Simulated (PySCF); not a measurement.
# C26H16: the cost of one run

Programs: PySCF 2.14.0, with routines of our own; each step states its level. All values are computed. Atoms count from 0.

## Step 1: The system as given

42 atoms, charge 0, multiplicity 1; geometry from: GFN2-xTB.

## Step 2: Electronic excitations: TDA BLYP/6-311G*

Job settings and geometry (Å):

```
{"job": {"kind": "uv", "basis": "6-311G*", "grid": 1, "kgrid": 1, "vcut": 1.0, "nstates": 16, "ntriplets": 0, "tda": true, "delta": [], "pop": false, "xc": "BLYP", "scf": {"guess": "minao"}}, "charge": 0, "multiplicity": 1}
C     -4.632753     0.064009     2.084080
C     -4.199936    -1.214839     2.310452
C     -2.987216    -1.666419     1.751107
C     -2.567976    -2.991886     1.983237
C     -1.415723    -3.465239     1.422802
C     -0.692188    -2.647808     0.553590
C     -1.072485    -1.344823     0.286665
C     -0.289274    -0.681831    -0.772741
C     -0.174384    -1.335568    -1.944244
C      0.705319    -0.973539    -3.021942
C      1.923171    -0.447225    -2.844841
C      2.520425    -0.044761    -1.569376
C      3.811043    -0.379934    -1.326757
C      4.669926     0.102607    -0.300949
C      4.580991     1.329774     0.271161
C      3.573506     2.297956     0.038492
C      2.283990     2.108789    -0.382010
C      1.378677     3.222287    -0.367286
C      0.052293     3.019556    -0.266638
C     -0.505899     1.701148    -0.117645
C     -1.812509     1.628759     0.291102
C     -2.607850     0.567845     0.817147
C     -3.834890     0.943114     1.362069
C     -2.197402    -0.795819     0.945283
C      0.351906     0.614106    -0.522472
C      1.682534     0.834661    -0.753472
H     -5.573552     0.406685     2.489659
H     -4.780874    -1.899490     2.911836
H     -3.181290    -3.624986     2.609003
H     -1.078205    -4.473565     1.615734
H      0.188694    -3.043566     0.068066
H     -0.787978    -2.212550    -2.112341
H      0.395110    -1.259935    -4.019321
H      2.564320    -0.307616    -3.707712
H      4.259952    -1.101105    -2.000868
H      5.536711    -0.504946    -0.076310
H      5.386330     1.643034     0.923420
H      3.824921     3.307986     0.341741
H      1.790667     4.221603    -0.365964
H     -0.625609     3.859858    -0.214548
H     -2.303741     2.592938     0.372102
H     -4.162925     1.966653     1.245309
```

With the program's defaults for keys left out, this is: TDA BLYP/6-311G*, vertical, gas phase, core orbitals frozen in the response, virtual orbitals cut by energy.

The run is started by

```
> OMP_NUM_THREADS=2 python large_run.py task.json out
```

One launch serves the whole session: the jobs run in the order shown.

**Question.** How long does this first job take on 2 threads of Intel Xeon Platinum 8488C, shared host, and how much memory does it need?

About 56 s, with a peak of 1.4 GiB.
